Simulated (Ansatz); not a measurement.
Turn this script for Ansatz 0.2.0 through its Python package into the input file that the command-line program reads.

The cells in order, each with its output:

**Cell 1**
```python
import json

import ansatz

config = {
    'crystal': {
        'lattice': [
            [0.0, 5.239558, 5.239558],
            [5.239558, 0.0, 5.239558],
            [5.239558, 5.239558, 0.0],
        ],
        'atoms': [
            {'symbol': 'Rb', 'position': [0.75, 0.75, 0.75]},
            {'symbol': 'Rb', 'position': [0.25, 0.25, 0.25]},
            {'symbol': 'Na', 'position': [0.5, 0.5, 0.5]},
            {'symbol': 'Ta', 'position': [0.0, 0.0, 0.0]},
            {'symbol': 'Cl', 'position': [0.76321, 0.23679, 0.23679]},
            {'symbol': 'Cl', 'position': [0.23679, 0.23679, 0.76321]},
            {'symbol': 'Cl', 'position': [0.23679, 0.76321, 0.76321]},
            {'symbol': 'Cl', 'position': [0.23679, 0.76321, 0.23679]},
            {'symbol': 'Cl', 'position': [0.76321, 0.23679, 0.76321]},
            {'symbol': 'Cl', 'position': [0.76321, 0.76321, 0.23679]},
        ],
    },
    'kpoints': {'mp_grid': {'grid': [4, 4, 4]}},
    'hamiltonian': {'xc': 'pbesol'},
    'scf': {'occupations': {'method': 'cold', 'width': 0.1}},
    'basis': {'ecutwfc': '470 eV'},
    'output': {'forces': True, 'stress': True, 'eigenvalues': True},
}
```

**Cell 2**
```python
out = ansatz.Session.from_dict(config).plan(threads=1).execute()
summary = out.report
```

**Cell 3**
```python
sorted(key for key in summary if key.endswith('_ev'))
```
Output:
```text
['eigenvalues_ev', 'energy_sigma0_ev', 'entropy_ts_ev', 'fermi_energy_ev', 'free_energy_ev',
 'gap_by_band_count_ev', 'harris_foulkes_ev', 'internal_energy_ev', 'lagrangian_above_aufbau_ev',
 'lagrangian_ev', 'lagrangian_sigma0_ev', 'loop_fermi_energy_ev', 'occupations_fermi_energy_ev',
 'residual_norms_ev']
```

**Cell 4**
```python
summary['mixing_algorithm'], summary['preconditioner'], summary['eigensolver']
```
Output:
```text
('MSR1', 'LDOS', 'band_cg')
```

**Cell 5**
```python
print(f'free energy      {summary["free_energy_ev"]:.5f} eV')
print(f'per atom         {summary["free_energy_ev"] / len(out.lattice.sites):.5f} eV')
print(f'SCF iterations   {summary["n_iterations"]}  (converged: {summary["converged"]})')
```
Output:
```text
free energy      -24096.28817 eV
per atom         -2409.62882 eV
SCF iterations   9  (converged: True)
```

**Cell 6**
```python
edges = summary.get('band_edges_ev')
if edges:
    print(f'band edges on the mesh: {edges[0]:.3f} and {edges[1]:.3f} eV, gap {edges[1] - edges[0]:.3f} eV')
else:
    print('no band edges reported (a metal, or a gap too narrow for this smearing); Fermi level', round(summary['fermi_energy_ev'], 3), 'eV')
```
Output:
```text
no band edges reported (a metal, or a gap too narrow for this smearing); Fermi level 5.965 eV
```

**Cell 7**
```python
keep = ['free_energy_ev', 'energy_sigma0_ev', 'fermi_energy_ev', 'n_iterations', 'converged', 'magnetization_mub', 'n_kpoints']
with open('rb2natacl6.json', 'w') as handle:
    json.dump({key: summary[key] for key in keep}, handle, indent=1)

print('doubts on the final state:', summary['published_state_doubts'] or 'none')
print('warnings:', sorted({n['data']['kind'] for n in out.notices if n['data'].get('severity') in ('warning', 'doubt')}) or 'none')
```
Output:
```text
doubts on the final state: none
warnings: none
```

`input.yaml`:
```yaml
crystal:
  lattice:
    - [0.0, 5.239558, 5.239558]
    - [5.239558, 0.0, 5.239558]
    - [5.239558, 5.239558, 0.0]
  atoms:
    - { symbol: Rb, position: [0.75, 0.75, 0.75] }
    - { symbol: Rb, position: [0.25, 0.25, 0.25] }
    - { symbol: Na, position: [0.5, 0.5, 0.5] }
    - { symbol: Ta, position: [0.0, 0.0, 0.0] }
    - { symbol: Cl, position: [0.76321, 0.23679, 0.23679] }
    - { symbol: Cl, position: [0.23679, 0.23679, 0.76321] }
    - { symbol: Cl, position: [0.23679, 0.76321, 0.76321] }
    - { symbol: Cl, position: [0.23679, 0.76321, 0.23679] }
    - { symbol: Cl, position: [0.76321, 0.23679, 0.76321] }
    - { symbol: Cl, position: [0.76321, 0.76321, 0.23679] }
kpoints:
  mp_grid:
    grid: [4, 4, 4]
hamiltonian:
  xc: pbesol
scf:
  occupations:
    method: cold
    width: 0.1
basis:
  ecutwfc: "470 eV"
output:
  forces: true
  stress: true
  eigenvalues: true
```

Total energies depend on the potentials; only differences at equal settings carry meaning. The run is spin-unpolarised. For a metal this k-point mesh is coarse: on a finer one energies can move by several to tens of meV an atom and pressures by half a GPa or more, differences at one mesh by less. An absolute Fermi energy rests on an arbitrary zero of the periodic potential and has no direct meaning. A gap by band count of zero or less means overlapping bands, a metal. The structure comes from a database of computed cells and needn't be a stable or known phase. Levels are Kohn-Sham eigenvalues on this mesh, without spin-orbit coupling. Finished in 12 s on 1 thread of Arm Neoverse V1, with other jobs on the host, peak memory 0.64 GiB.

(Lines on the test bed's own set-up are left out of the output.)
